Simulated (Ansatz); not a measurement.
Ta3N:

```
CELL_PARAMETERS angstrom
3.03222 0.00000 0.00000
-1.51611 2.62598 0.00000
0.00000 0.00000 7.52414
ATOMIC_POSITIONS crystal
Ta 0.66667 0.33333 0.82607
Ta 0.33333 0.66667 0.17393
Ta 0.00000 0.00000 0.50000
N 0.00000 0.00000 0.00000
```

The cell comes from a database or a generator and needn't be the stable form of this composition.

```yaml
Program: Ansatz 0.2.0
Task: relaxation of cell and atoms
Functional: HSE06
Potentials_or_basis: Ansatz PAW
Cutoff: "420 eV (not typed: the program's choice for these potentials)"
k_mesh: 6 × 6 × 2
Occupations: fermi-dirac, width 0.05 eV
Spin: no spin polarisation
```

At the start: volume 14.98 Å³/atom.

Problem. How do energy, volume and symmetry change on relaxing?

Solution. It ends after 6 steps and the volume is 14.73 Å³/atom (-1.6 %); space group P-3m1 (No. 164, to 0.05 Å).

The path:
| step | energy change (eV) | largest force (eV/Å) | volume (Å³) |
| --- | --- | --- | --- |
| 1 | 0.0000 | 0.4679 | 59.91 |
| 2 | -0.0303 | 0.1338 | 59.01 |
| 3 | -0.0312 | 0.0191 | 58.94 |
| 4 | -0.0313 | 0.0027 | 58.92 |
| 5 | -0.0314 | 0.0019 | 58.93 |
| 6 | -0.0303 | 0.0019 | 58.93 |

Final structure:
```
Ta N
1.0
     2.99708    0.00000    0.00000
    -1.49854    2.59555    0.00000
     0.00000    0.00000    7.57539
Ta N
3 1
Direct
  0.66667 0.33333 0.82750
  0.33333 0.66667 0.17250
  0.00000 0.00000 0.50000
  0.00000 0.00000 0.00000
```

Caveat: the k mesh is coarse (spacing up to 0.42 Å⁻¹), so the values aren't converged, least of all with exact exchange; the plane-wave basis is chosen anew once the cell has moved, so the energies of steps on either side of that aren't comparable; the PAW data sets come from PBE, with cores solved anew for the run's functional, which leaves a small shift of forces and pressure.
